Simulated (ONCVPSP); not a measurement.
**An ONCV potential for Ir, from input to tests**

Task: generate the file, and judge it by its errors in other configurations, its logarithmic derivatives, its ghosts and its cutoff.

The numbers are computed with ONCVPSP 4.0.1 (LDA (Perdew-Wang 92), scalar-relativistic, spin-unpolarised reference atom).

**1. Settings**

The settings as typed:

| Item | Value |
| --- | --- |
| element | iridium (Ir, Z = 77) |
| type | optimised norm-conserving Vanderbilt (ONCV) |
| frozen core | [Kr] 4d10 4f14 |
| valence charge | 17 |
| reference configuration | 5s2 5p6 5d7 6s2 |
| partial waves | 5s+6s: rc 1.80 bohr, ncon 4, nbas 8, qcut 6.6 1/bohr, 2 projectors; 5p: rc 1.20 bohr, ncon 4, nbas 8, qcut 6.9 1/bohr, 3 projectors, debl 1.7 Ha; 5d: rc 1.80 bohr, ncon 3, nbas 8, qcut 8.5 1/bohr, 3 projectors, debl 2.5 Ha |
| local potential | polynomial inside 1.05 bohr (lpopt 1, dvloc0 1 Ha) |
| core correction | Teter function, fcfact 2, rcfact 1.45 |

The outer shells as boxes (Hund's rule for the drawing; the calculation is spin-unpolarised):

```
[Kr] core
4d [↑↓][↑↓][↑↓][↑↓][↑↓]
4f [↑↓][↑↓][↑↓][↑↓][↑↓][↑↓][↑↓]
5s [↑↓]
5p [↑↓][↑↓][↑↓]
5d [↑↓][↑↓][↑ ][↑ ][↑ ]
6s [↑↓]
```

The nodes and maxima of the atom's own shells, from an earlier all-electron run, set the scale for the radii.

All-electron outer shells of the reference configuration (LDA (PZ), scalar-relativistic, ld1.x):

```json
{"shell": "5s", "level (eV)": "-98.30", "outermost node (bohr)": "0.50", "outermost maximum (bohr)": "0.89"}
{"shell": "4f", "level (eV)": "-62.55", "outermost node (bohr)": "–", "outermost maximum (bohr)": "0.39"}
{"shell": "5p", "level (eV)": "-54.92", "outermost node (bohr)": "0.54", "outermost maximum (bohr)": "1.01"}
{"shell": "5d", "level (eV)": "-7.36", "outermost node (bohr)": "0.59", "outermost maximum (bohr)": "1.31"}
{"shell": "6s", "level (eV)": "-6.59", "outermost node (bohr)": "1.17", "outermost maximum (bohr)": "2.38"}
{"shell": "6p", "level (eV)": "-1.35", "outermost node (bohr)": "1.39", "outermost maximum (bohr)": "3.43"}
```

**2. The generation run**

Contents of Ir.dat:

```
# ATOM AND REFERENCE CONFIGURATION
# atsym  z   nc   nv     iexc    psfile
  Ir 77.00   10    4  -001012      upf
#
#   n    l    f
    1    0    2.00
    2    0    2.00
    2    1    6.00
    3    0    2.00
    3    1    6.00
    3    2   10.00
    4    0    2.00
    4    1    6.00
    4    2   10.00
    4    3   14.00
    5    0    2.00
    5    1    6.00
    5    2    7.00
    6    0    2.00
#
# PSEUDOPOTENTIAL AND OPTIMIZATION
# lmax
    2
#
#   l,   rc,      ep,       ncon, nbas, qcut
    0    1.80    0.00    4    8    6.60
    1    1.20    0.00    4    8    6.90
    2    1.80    0.00    3    8    8.50
#
# LOCAL POTENTIAL
# lloc, lpopt,  rc(5),   dvloc0
    4    1    1.05    1.00
#
# VANDERBILT-KLEINMAN-BYLANDER PROJECTORs
# l, nproj, debl
    0    2    3.10
    1    3    1.70
    2    3    2.50
#
# MODEL CORE CHARGE
# icmod, fcfact, rcfact
    3    2.00    1.45
#
# LOG DERIVATIVE ANALYSIS
# epsh1, epsh2, depsh
   -5.00    5.00    0.04
#
# OUTPUT GRID
# rlmax, drl
    6.00    0.01
#
# TEST CONFIGURATIONS
# ncnf
    4
# nvcnf
#   n    l    f
    4
    5    0    2.00
    5    1    6.00
    5    2    7.00
    6    0    1.00
#
    4
    5    0    2.00
    5    1    6.00
    5    2    7.00
    6    0    0.00
#
    4
    5    0    2.00
    5    1    6.00
    5    2    6.00
    6    0    0.00
#
    4
    5    0    2.00
    5    1    6.00
    5    2    8.00
    6    0    1.00
#
```

Started as:

```
$ oncvpsp.x < Ir.dat > Ir.out
```

Before running it: what results should come out? Wanted: cutoffs for 1 and 0.1 mHa per electron, occupied waves; bound ghosts; GHOST(+) flags; largest test error; largest phase difference near zero energy, channels read; rms error of d²Exc/dn², without and with the model core; projector energies reset by the program.

The runs gave:

```
                                                quantity                         value
  cutoffs for 1 and 0.1 mHa per electron, occupied waves             112 Ha and 142 Ha
                                            bound ghosts             p at -34694.25 eV
                                          GHOST(+) flags      s at 126 eV, p at 516 eV
                            largest test error (AE − PS)  -25 meV, for 5s2 5p6 5d6 6s0
largest phase difference near zero energy, channels read                     0.001 rad
 rms error of d²Exc/dn², without and with the model core             8.43 and 2.83 mHa
                 projector energies reset by the program    p: -2.018, 0.250, 1.950 Ha
```

It has a bound ghost (p), a state that the atom doesn't have, and that rules the file out. By total energies transferability is good: the largest error is 25 meV on 58.9 eV, for 5s2 5p6 5d6 6s0. Atomic tests can pass in spite of a ghost, since they solve only for the levels asked. By its cutoff, 112 Ha for the looser tolerance, it is very hard. At the looser tolerance the 5p wave is the slowest; 5d needs 19 Ha. Near zero energy the phases of the channels with partial waves agree within 0.001 rad. The program also flags highly localised states, GHOST(+) (s, p). Note that the frozen 4f shell (-63 eV) lies higher than the valence 5s shell (-98 eV).
